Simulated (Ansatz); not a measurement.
Runs of Ansatz 0.2.0 on Ga3Se. It takes space group Pm-3m (No. 221, cubic). Conventional cell: a = 4.432 Å, b = 4.432 Å, c = 4.432 Å, α = 90.00°, β = 90.00°, γ = 90.00°. Se (site symmetry m-3m) has 12 Ga at 3.13 Å as nearest neighbours. Ga (site symmetry 4/mmm) has 4 Se at 3.13 Å and 8 Ga at 3.13 Å as nearest neighbours. The cell comes from a database or a generator and needn't be the stable form of this composition.

| level | share of exact exchange | gap on the mesh (eV) | pressure (GPa) |
| --- | --- | --- | --- |
| HSE06 form with a typed share of exact exchange | 0.15 | none | (b) |
| HSE06 form with a typed share of exact exchange | 0.5 | none | (a) |
| HSE06 | 0.25 | none | -0.9 |
| HSE06 form with a typed share of exact exchange | 0.35 | none | -1.1 |
| HSE06 form with a typed share of exact exchange | 0.1 | none | -0.4 |
| HSE06 form with a typed share of exact exchange | 0 | none | -0.2 |

Alike in all rows: task single point; potentials or basis Ansatz PAW; no spin polarisation; cell as given; k mesh 4 × 4 × 4; cutoff (eV) 420; smearing fermi-dirac 0.05 eV.

**Question.** Estimate the missing entries.

**Answer.** (a) -1.4; (b) -0.6.

Caveats: the PAW data sets come from PBE, with cores solved anew for the run's functional, which leaves a small shift of forces and pressure (some runs); the thresholds are loose for stress (some runs); the PAW data sets were made with another functional, which shifts forces and pressure a little (some runs).

A k mesh can miss the band edges, and the runs leave out spin-orbit coupling on Ga, Se.

A gap of «none» marks a metal or a gap under the smearing width.
